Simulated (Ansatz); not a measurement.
# La4TaRh: the cost of one run

Method: DFT PBE, scalar-relativistic, plane waves, PAW, in Ansatz 0.2.0.

## 1. The system as given

Symmetry: I4/mmm, No. 139, tetragonal system. Conventional cell: a = 7.145 Å, b = 7.145 Å, c = 6.101 Å, α = 90.00°, β = 90.00°, γ = 90.00°. Around La (site symmetry m2m) lie 1 Ta at 2.31 Å and 1 La at 2.52 Å. Around Ta (site symmetry 4/mmm) lie 4 La at 2.31 Å. Rh (site symmetry 4/mmm) has 2 Ta at 3.05 Å in its first shell of neighbours.

Structure file:

```cif
data_structure
_symmetry_space_group_name_H-M 'I4/mmm'
_symmetry_Int_Tables_number 139
_cell_length_a 7.1452
_cell_length_b 7.1452
_cell_length_c 6.1009
_cell_angle_alpha 90.000
_cell_angle_beta 90.000
_cell_angle_gamma 90.000
_cell_volume 311.47
loop_
_atom_site_label
_atom_site_type_symbol
_atom_site_symmetry_multiplicity
_atom_site_Wyckoff_symbol
_atom_site_fract_x
_atom_site_fract_y
_atom_site_fract_z
_atom_site_occupancy
La1 La 8 i 0.67642 0.00000 0.00000 1
Ta1 Ta 2 a 0.00000 0.00000 0.00000 1
Rh1 Rh 2 b 0.00000 0.00000 0.50000 1
```

A structure generator made this guess: random cell by space group and Wyckoff sites (I4/mmm, No. 139). Lengths come from tabulated atomic sizes and are only a guess.

## 2. A first look at the guess

Contents of input.yaml:

```yaml
crystal:
  lattice:
    - [-3.57259272, 3.57259272, 3.05042691]
    - [3.57259272, -3.57259272, 3.05042691]
    - [3.57259272, 3.57259272, -3.05042691]
  atoms:
    - { symbol: La, position: [0.0, 0.67642027, 0.67642027] }
    - { symbol: La, position: [0.0, 0.32357973, 0.32357973] }
    - { symbol: La, position: [0.67642027, 0.0, 0.67642027] }
    - { symbol: La, position: [0.32357973, 0.0, 0.32357973] }
    - { symbol: Ta, position: [0.0, 0.0, 0.0] }
    - { symbol: Rh, position: [0.5, 0.5, 0.0] }
basis:
  ecutwfc: 420
kpoints:
  mp_grid: { grid: [4, 4, 4] }
hamiltonian:
  xc: pbe
scf:
  occupations: { method: gaussian, width: 0.1 }
  lower_state_search: "off"
output:
  forces: true
  stress: true
  eigenvalues: true
```

Launch:

```bash
ansatz run input.yaml --threads 1 --pin off --max-ram 2560MiB --backend cpu --events-out ev --progress --plain --runs-dir out
```

What time and memory should one allow on 1 thread of Intel Xeon 6975P-C (Granite Rapids), shared host?

About 3.6 s, with a peak of 0.57 GiB.
